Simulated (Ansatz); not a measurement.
# SiGe5: the cost of one run

Program: Ansatz 0.2.0. Level of theory: DFT PBE, scalar-relativistic, plane waves, PAW, unless a step names another level. These are calculated values, not measurements.

1 further run of the same task is left out (it didn't finish). Runs told in other sessions of the task aren't counted.

### 1 The system as given

The structure is orthorhombic, space group Imm2 (No. 44). Conventional cell: a = 4.033 Å, b = 12.097 Å, c = 5.705 Å, α = 90.00°, β = 90.00°, γ = 90.00°. Si (site symmetry mm2) is surrounded by 4 Ge at 2.43 to 2.44 Å. Ge (site symmetry m) has 4 Ge at 2.48 to 2.49 Å in its first shell of neighbours. Ge (site symmetry m) is surrounded by 1 Si at 2.43 Å and 3 Ge at 2.48 to 2.49 Å. Around Ge (site symmetry mm2) lie 2 Si at 2.44 Å and 2 Ge at 2.49 Å.

Coordinates:

```
Si Ge
1.0
    -2.01647    6.04874    2.85251
     2.01647   -6.04874    2.85251
     2.01647    6.04874   -2.85251
Si Ge
1 5
Cartesian
  0.0000 0.0000 5.7049
  2.0165 2.0093 2.8525
  2.0165 4.0676 -1.4503
  2.0165 -2.0093 2.8525
  0.0000 1.9811 1.4022
  0.0000 6.0487 1.4746
```

It came out lowest among 18 distinct ends of the trial cells. At a tolerance of 0.02 Å it has space group Imm2 (No. 44).

### 2 Kick test: the unmoved cell on a coarse mesh

input.yaml

```yaml
crystal:
  lattice:
    - [0.0, 0.0, -5.705016464]
    - [2.0164676794, -6.0487422547, 2.852508232]
    - [-8.0658707174, 0.0, 0.0]
  atoms:
    - { symbol: Si, position: [1.89029e-05, 0.0, 0.5] }
    - { symbol: Si, position: [1.89029e-05, 1.0, 0.0] }
    - { symbol: Ge, position: [0.333912717, 0.6678077137, 0.6669519284] }
    - { symbol: Ge, position: [0.333912717, 0.6678077137, 0.1669519284] }
    - { symbol: Ge, position: [0.9179780755, 0.3275222317, 0.5818805579] }
    - { symbol: Ge, position: [0.9179780755, 0.3275222317, 0.0818805579] }
    - { symbol: Ge, position: [0.6661050033, 0.3321922863, 0.8330480716] }
    - { symbol: Ge, position: [0.6661050033, 0.3321922863, 0.3330480716] }
    - { symbol: Ge, position: [0.5904558438, 0.6724777683, 0.9181194421] }
    - { symbol: Ge, position: [0.5904558438, 0.6724777683, 0.4181194421] }
    - { symbol: Ge, position: [0.2415294573, 0.0, 0.75] }
    - { symbol: Ge, position: [0.2415294573, 0.0, 0.25] }
basis:
  ecutwfc: 420
kpoints:
  mp_grid: { grid: [4, 4, 4] }
hamiltonian:
  xc: pbe
scf:
  occupations: { method: gaussian, width: 0.2 }
  lower_state_search: "off"
output:
  forces: true
  stress: true
  eigenvalues: true
```

The run is started by

```bash
ansatz run input.yaml --threads 1 --pin off --max-ram 2560MiB --backend cpu --events-out ev --progress --plain --runs-dir out
```

Q: Estimate wall time and peak memory on 1 thread of Arm Neoverse V1, shared host.

About 63 s, with a peak of 0.69 GiB.
